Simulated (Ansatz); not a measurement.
**MoNH (septet): from Hartree-Fock to the top rungs, def2-SVP**

One table from this session's results is given with a row withheld; the runs are named, their logs left out.

Method: def2-SVP, core rule «outside noble gas», up to 5 orbitals frozen; program: Ansatz 0.2.0, Gaussian basis.

The runs, in order: UHF; CCSD(T) on ROHF; CCSD(T) on UHF; CISD as a restricted active space (open shells left free, so some higher excitations enter); CCSDT(Q) on ROHF; CCSDT(Q) on UHF; CASSCF and MRCISD+Q, 12 electrons in 11 orbitals; CASSCF and NEVPT4(SD), 12 electrons in 11 orbitals; CASSCF and NEVPT2, 12 electrons in 11 orbitals.

21 further runs of the same task are left out: 3 for a known fault of the program, 7 that didn't finish, 11 set aside as unsound or not needed. Runs told in other sessions of the task aren't counted.

## The system

The geometry is a PBE0/def2-TZVP stationary point (not a proven minimum). No spin-orbit coupling is included. Elements past krypton take def2 core potentials.

3 atoms, charge 0, spin multiplicity 7.

Atoms are counted from 1 here; the program's logs count them from 0.

Bond lengths: Mo1–N2 2.057 Å, N2–H3 1.028 Å. Angles: Mo1–N2–H3 115.2°.

The first run:

The input, in.yaml:

```yaml
crystal:
  periodic: [false, false, false]
  atoms:
    - {symbol: Mo, position_ang: [0.000000, 0.010781, 0.282315]}
    - {symbol: N, position_ang: [0.000000, -0.129244, -1.770393]}
    - {symbol: H, position_ang: [0.000000, 0.769802, -2.269895]}
basis:
  gaussian: {orbitals: def2-SVP}
magnetization: {spin_polarized: true, initial_magnetization: 6}
hamiltonian: {xc: hf}
output: {orbitals: {seedname: orbitals}}
```

Launch:

```sh
> ansatz run in.yaml --threads 1 --pin off --events-out ev --progress --plain --max-ram 2393MiB
```

Steps of the session up to this table: UHF; CCSD(T) on ROHF; CCSD(T) on UHF; CISD as a restricted active space (open shells left free, so some higher excitations enter); CCSDT(Q) on ROHF; CCSDT(Q) on UHF; CASSCF and MRCISD+Q, 12 electrons in 11 orbitals; CASSCF and NEVPT4(SD), 12 electrons in 11 orbitals; CASSCF and NEVPT2, 12 electrons in 11 orbitals.

One of the session's tables, all rows but one given; the rest of the session is left out.

It belongs to the step «Misses and costs». 

```
            method  from RCCSDT(Q) (kcal/mol)
              ROHF                          ?
               UHF                    +148.45
              RMP2                     +21.13
              UMP2                     +19.45
             RCCSD                      +6.05
             UCCSD                      +4.68
          RCCSD(T)                      +1.37
          UCCSD(T)                      +0.07
            RCCSDT                      +0.36
            UCCSDT                      -0.93
         RCCSDT(Q)                          0
         UCCSDT(Q)                      -1.38
    CASSCF valence                    +120.77
    NEVPT2 valence                     +26.97
NEVPT4(SD) valence                      +4.49
    MRCISD valence                     +10.17
  MRCISD+Q valence                      +2.25
```

Q: Estimate the row for ROHF from the others.

The run gave: from RCCSDT(Q) (kcal/mol): +153.01. In the column «from RCCSDT(Q) (kcal/mol)» it is the highest.

Not comparable, so not listed: CISD as a restricted active space (open shells left free, so some higher excitations enter) (they don't share determinant, frozen orbitals or solution with the rows shown, or repeat one).

Limits of these values: Restricted and unrestricted rows rest on different reference determinants; a gap between their highest levels can come from leftover correlation error, from unlike frozen cores or from another state.
